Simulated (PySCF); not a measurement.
# CdC⁻: changing the method

Aim: see what other levels and later steps give for CdC⁻.

The runs use PySCF 2.14.0; method and basis as typed in the scripts.

4 further runs of the same task are left out: 4 that didn't finish.

## 1. The system as given

CdC⁻: 2 atoms, charge -1, spin multiplicity 2.

Bond lengths: Cd1–C2 2.210 Å.

## 2. The run that the others are compared with

The input, input.py:

```python
from pyscf import gto, dft

mol = gto.M(
    atom='Cd 0 0 0; C 0 0 2.21',
    basis='def2-svpd',
    ecp={'Cd': 'def2-svpd'},
    charge=-1,
    spin=1,
    verbose=4,
)
mf = dft.UKS(mol, xc='camb3lyp')
mf.kernel()
mf.dip_moment()
print('orbital energies (hartree):', [e[max(0, n-3):n+3].round(4) for e, n in zip(mf.mo_energy, mol.nelec)])
```

Launch:

```
> python input.py
```

## 3. MP2 (UHF)

Run 1 changes step after the SCF: none → mp2; SCF type: UKS → UHF; functional: camb3lyp → none (Hartree–Fock).

input.py: that of step 2 with these lines changed.

```diff
@@ -1,2 +1,2 @@
-from pyscf import gto, dft
+from pyscf import gto, scf, mp
 
@@ -10,4 +10,5 @@
 )
-mf = dft.UKS(mol, xc='camb3lyp')
+mf = scf.UHF(mol)
 mf.kernel()
+mp.MP2(mf).kernel()
 mf.dip_moment()
```

## 4. Frequency run (UHF)

Run 2 changes step after the SCF: none → frequency; SCF type: UKS → UHF; functional: camb3lyp → none (Hartree–Fock).

input.py: that of step 2 with these lines changed.

```diff
@@ -1,2 +1,3 @@
-from pyscf import gto, dft
+from pyscf import gto, scf
+from pyscf.hessian import thermo
 
@@ -10,4 +11,6 @@
 )
-mf = dft.UKS(mol, xc='camb3lyp')
+mf = scf.UHF(mol)
 mf.kernel()
+hess = mf.Hessian().kernel()
+print('wavenumber (cm^-1) =', thermo.harmonic_analysis(mol, hess)['freq_wavenumber'].round(1))
 mf.dip_moment()
```

## 5. RKS

Run 3 changes SCF type: UKS → RKS.

The input, input.py:

```python
from pyscf import gto, dft

mol = gto.M(
    atom='Cd 0 0 0; C 0 0 2.21',
    basis='def2-svpd',
    ecp={'Cd': 'def2-svpd'},
    charge=-1,
    spin=1,
    verbose=4,
)
mf = dft.RKS(mol, xc='camb3lyp')
mf.kernel()
mf.dip_moment()
print('orbital energies (hartree):', mf.mo_energy[..., max(0, mol.nelec[1]-3):mol.nelec[0]+3].round(4))
```

## 6. NEVPT2 (ROHF)

Run 4 changes step after the SCF: none → nevpt2; SCF type: UKS → ROHF; functional: camb3lyp → none (Hartree–Fock); active space: none → 7 electrons in 5 orbitals.

The input, input.py:

```python
from pyscf import gto, scf, mcscf, mrpt

mol = gto.M(
    atom='Cd 0 0 0; C 0 0 2.21',
    basis='def2-svpd',
    ecp={'Cd': 'def2-svpd'},
    charge=-1,
    spin=1,
    verbose=4,
)
mf = scf.ROHF(mol)
mf.kernel()
mc = mcscf.CASSCF(mf, 5, 7)
mc.kernel()
mc.analyze()
mrpt.NEVPT(mc).kernel()
mf.dip_moment()
print('orbital energies (hartree):', mf.mo_energy[..., max(0, mol.nelec[1]-3):mol.nelec[0]+3].round(4))
```

What does the calculation give? Wanted: for each run, E(SCF); from base; gap, α spin; after the SCF.

The runs gave:

| run | E(SCF) (hartree) | from base (eV) | cycles | gap, α spin (eV) | after the SCF |
| --- | --- | --- | --- | --- | --- |
| base | -205.517857 | 0 | 13 | 3.07 | n/a |
| MP2 (UHF) | -204.448666 | not comparable | 16 | 5.69 | MP2 correlation -12.686 eV |
| frequency run (UHF) | -204.448666 | not comparable | 16 | 5.69 | highest mode 514 cm⁻¹ |
| RKS | -205.516532 | +0.0361 | 13 | n/a | n/a |
| NEVPT2 (ROHF) | -204.444921 | not comparable | 13 | n/a | NEVPT2 correlation -12.562 eV (from the SCF energy, the CASSCF gain included) |

**Reading.** Total energies from different bases, Hamiltonians or methods carry different errors, so properties are taken as differences within one set-up.
